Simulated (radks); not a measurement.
**Er with its nuclear charge varied continuously**

One table from this session's results is given with a row withheld; the runs are named, their logs left out.

The numbers are computed with radks (a radial shooting solver on a logarithmic mesh, Libxc functionals) version 1 (scalar-relativistic Kohn-Sham, BLYP, spin-polarised, spherical densities, finite nucleus; open shells are filled with parallel spins first), except any that are marked as measured or tabulated.

1 further run of the same task is left out (it didn't finish).

## The atom as given

```
element            : erbium (Z = 68)
charge             : 0
electrons          : 68
configuration      : [Xe] 4f12 6s2
nuclear rms radius : 5.2516 fm
```

The outer shells:

Er
```
[Xe] core
4f [↑↓][↑↓][↑↓][↑↓][↑↓][↑ ][↑ ]
6s [↑↓]
```

The first run:

Input:

```text
Z 68
configuration [Xe] 4f12 6s2
relativity scalar-relativistic
functional b88,lyp
spin polarised
nucleus finite rms 5.2516 fm
c 137.035999084
```

Steps of the session up to this table: Z = 68.

One of the session's tables, all rows but one given; the rest of the session is left out.

It belongs to the step «Z = 68». Radial moments (bohr):

| level | <r> | outermost maximum (interpolated) | 90 % within | nodes |
| --- | --- | --- | --- | --- |
| 5s up | 1.251 | 1.11 | 1.81 | 4 |
| 5s down | ? | ? | ? | ? |
| 5p up | 1.495 | 1.27 | 2.21 | 3 |
| 5p down | 1.505 | 1.28 | 2.23 | 3 |
| 6s up | 3.985 | 3.30 | 5.97 | 5 |
| 6s down | 4.011 | 3.33 | 6.00 | 5 |
| 4f up | 0.8237 | 0.508 | 1.44 | 0 |
| 4f down | 0.8487 | 0.509 | 1.50 | 0 |

Q: Estimate the row for 5s down from the others.

**Answer.** <r>: 1.256; outermost maximum (interpolated): 1.11; 90 % within: 1.82; nodes: 4. In the column «<r>» it lies between 5s up (1.251) and 5p up (1.495).
